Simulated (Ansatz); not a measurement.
# Be3I2: the cost of one run

Computed with Ansatz 0.2.0 (DFT PBE, scalar-relativistic, plane waves, PAW, unless a step's input says otherwise).

### Step 1. Starting point

It takes space group P-4m2 (No. 115, tetragonal). Conventional cell: a = 4.164 Å, b = 4.164 Å, c = 5.889 Å, α = 90.00°, β = 90.00°, γ = 90.00°. Around Be (site symmetry -4m2) lie 4 I at 2.55 Å. Around I (site symmetry 2mm) lie 6 Be at 2.55 Å.

Structure file:

```
CELL_PARAMETERS angstrom
4.16413 0.00000 0.00000
0.00000 4.16413 0.00000
0.00000 0.00000 5.88897
ATOMIC_POSITIONS crystal
Be 0.00000 0.00000 0.00000
Be 0.50000 0.50000 0.50000
Be 0.00000 0.00000 0.50000
I 0.50000 0.00000 0.75000
I 0.00000 0.50000 0.25000
```

A structure generator made this guess: ordered vacancies on the cation sites of antifluorite (P-4m2, No. 115). Lengths come from tabulated atomic sizes and are only a guess.

### Step 2. A first look at the guess

input.yaml reads:

```yaml
crystal:
  lattice:
    - [4.16413256, 0.0, 0.0]
    - [0.0, 4.16413256, 0.0]
    - [0.0, 0.0, 5.88897275]
  atoms:
    - { symbol: Be, position: [0.0, 0.0, 0.0] }
    - { symbol: Be, position: [0.5, 0.5, 0.5] }
    - { symbol: Be, position: [0.0, 0.0, 0.5] }
    - { symbol: I, position: [0.5, 0.0, 0.75] }
    - { symbol: I, position: [0.0, 0.5, 0.25] }
basis:
  ecutwfc: 420
kpoints:
  mp_grid: { grid: [4, 4, 4] }
hamiltonian:
  xc: pbe
scf:
  occupations: { method: gaussian, width: 0.1 }
  lower_state_search: "off"
output:
  forces: true
  stress: true
  eigenvalues: true
```

Started as:

```
ansatz run input.yaml --threads 1 --pin off --max-ram 2048MiB --backend cpu --events-out ev --progress --plain --runs-dir out
```

What time and memory should one allow on 1 thread of Arm Neoverse V1, shared host?

About 4.7 s, with a peak of 0.3 GiB.
